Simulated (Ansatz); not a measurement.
# FHInO radical: an energy map over bond length In2–F3 and bond length In2–H4

A grid of calculations on FHInO, SMILES [O][InH][F], spin multiplicity 2, to see where the energy is lowest and how it rises around there.

Program: Ansatz 0.2.0. Level of theory: UKS PBE-D4/def2-SVP. These are calculated values, not measurements.

## 1. The starting structure

SMILES `[O][InH][F]`, 4 atoms, charge 0, spin multiplicity 2.

Atoms are counted from 1 here; the program's logs count them from 0.

Bond lengths: O1–In2 2.032 Å, In2–F3 1.978 Å, In2–H4 1.713 Å. Angles: O1–In2–F3 108.6°, O1–In2–H4 130.9°, F3–In2–H4 120.5°.

As a file:

```xyz
4
charge 0, multiplicity 2
O    -1.8497   -0.6444    0.0461
In    0.0274    0.1223   -0.0879
F     1.2724   -1.0840    0.8657
H     0.6054    1.5458   -0.8443
```

## 3. Setting up the map

First coordinate, bond length In2–F3: 13 values from 1.662 to 2.571 Å. Second coordinate, bond length In2–H4: 13 values from 1.507 to 2.140 Å.

Nothing else is relaxed (all other coordinates rigid). Energies count from the relaxed molecule at the same level.

(The set-up runs are not shown.)

## 4. The run at bond length In2–F3 = 1.965 Å, bond length In2–H4 = 1.718 Å

The input, input.yaml:

```yaml
crystal:
  periodic: [false, false, false]
  atoms:
    - { symbol: O, position_ang: [-1.848096, -0.645474, 0.04636] }
    - { symbol: In, position_ang: [0.028942, 0.124172, -0.086647] }
    - { symbol: F, position_ang: [1.26203, -1.077977, 0.859692] }
    - { symbol: H, position_ang: [0.606338, 1.55166, -0.848497] }
magnetization:
  spin_polarized: true
  initial_magnetization: 1
basis:
  gaussian: { orbitals: def2-SVP }
hamiltonian:
  xc: pbe
  dispersion: d4
output:
  forces: true
```

Started as:

```
> ansatz run input.yaml --threads 1 --pin off --max-ram 2560MiB --backend cpu --events-out ev --progress --plain --runs-dir out
```

Further runs follow: the other points that were computed.

Q: Predict the outcome of this session. Wanted: lowest point; largest force on an atom.

As calculated:

| quantity | value |
| --- | --- |
| lowest point | bond length In2–F3 = 1.965 Å, bond length In2–H4 = 1.718 Å, 0.19 kJ/mol |
| highest computed point (blank points may lie higher) | bond length In2–F3 = 1.662 Å, bond length In2–H4 = 2.140 Å, 231 kJ/mol above the lowest |
| largest force on an atom (eV/Å) | 0.3 at bond length In2–F3 = 1.965 Å, bond length In2–H4 = 1.718 Å to 15.4 at bond length In2–F3 = 1.662 Å, bond length In2–H4 = 2.140 Å; 0.3 at the lowest point |
| time for the whole task | 14 min on 1 thread, shared host |

The lowest computed point is at bond length In2–F3 = 1.965 Å, bond length In2–H4 = 1.718 Å, 0.19 kJ/mol from the relaxed molecule at the same level. The highest computed point, bond length In2–F3 = 1.662 Å, bond length In2–H4 = 2.140 Å, lies 231 kJ/mol above the lowest.
